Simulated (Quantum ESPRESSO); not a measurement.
# ErH under changes of volume

One of the cells (14.453 Å³/atom); the others are scaled copies at fixed shape and fractional positions:

```
Er H
1.0
     0.00000    2.43585    2.43585
     2.43585    0.00000    2.43585
     2.43585    2.43585    0.00000
Er H
1 1
Cartesian
  0.0000 0.0000 0.0000
  2.4358 2.4358 2.4358
```

The cell comes from a database or a generator and needn't be the stable form of this composition.

- Program: Quantum ESPRESSO 7.5
- Functional: PBE
- Potentials or basis: SSSP 1.3 efficiency PBE
- Cutoff: 816 eV
- Density cutoff: 6531 eV
- k mesh: 9 × 9 × 9
- Occupations: fermi-dirac, width 0.05 eV
- Spin: collinear spin, ferromagnetic start
- Starting moments: [3.0, 0.0] μB

| volume (Å³/atom) | energy over the lowest point (meV/atom) | pressure (GPa) |
| --- | --- | --- |
| 13.586 | 16.85 | 5.0 |
| 13.875 | 9.25 | 3.6 |
| 14.164 | ? | ? |
| 14.453 | 1.03 | 1.3 |
| 14.742 | 0.00 | 0.2 |
| 15.031 | 0.77 | -0.9 |

Task: What does the run at 14.164 Å³/atom give?

Result: Energy over the lowest point 4.05 meV/atom; pressure 2.4 GPa.

Worked out: A Birch-Murnaghan fit of order 3 (a polynomial in V^(-2/3)) to the other rows has its minimum at 14.76 Å³/atom with B0 = V·E''(V) = 51 GPa and B' = 3.8. It gives 4.05 meV/atom at 14.164 Å³/atom, against the run's 4.05, and -dE/dV = 2.3 GPa, against 2.4.

Energies are extrapolated to zero smearing.

Caveats: the magnetic or orbital state may not be the lowest; without U or exact exchange the open f shell lies at the Fermi level, which spoils levels, moments and volumes.
